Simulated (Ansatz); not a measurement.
The system is ZnRe.

```
Re Zn
1.0
     2.74822    0.00000    0.00000
    -1.37411    2.38003    0.00000
     0.00000    0.00000    4.49407
Re Zn
1 1
Direct
  0.33333 0.66667 0.50000
  0.00000 0.00000 0.00000
```

The cell comes from a database or a generator and needn't be the stable form of this composition.

```yaml
Program: Ansatz 0.2.0
Task: relaxation of cell and atoms
Functional: PBE
Dispersion: D4
Potentials_or_basis: Ansatz PAW
Cutoff: "420 eV (not typed: the program's choice for these potentials)"
k_mesh: 11 × 11 × 6
Occupations: fermi-dirac, width 0.05 eV
Spin: no spin polarisation
```

At the start: volume 14.70 Å³/atom.

How do energy, volume and symmetry change on relaxing?

It ends after 5 steps and the volume is 14.22 Å³/atom (-3.3 %); space group P-6m2 (No. 187, to 0.05 Å).

The path:
```csv
step,energy change (eV),largest force (eV/Å),volume (Å³)
1,0.0000,0.0000,29.39
2,-0.0220,0.0000,28.61
3,-0.0231,0.0000,28.42
4,-0.0231,0.0000,28.44
5,-0.0222,0.0000,28.44
```

Final structure:
```yaml
crystal:
  lattice:
    - [2.72500, 0.00000, 0.00000]
    - [-1.36250, 2.35992, 0.00000]
    - [0.00000, 0.00000, 4.42182]
  atoms:
    - { symbol: Re, position: [0.33333, 0.66667, 0.50000] }
    - { symbol: Zn, position: [0.00000, 0.00000, 0.00000] }
```

Caveat: the plane-wave basis is chosen anew once the cell has moved, so the energies of steps on either side of that aren't comparable; pairwise dispersion overbinds metals, which lowers pressure and volume.
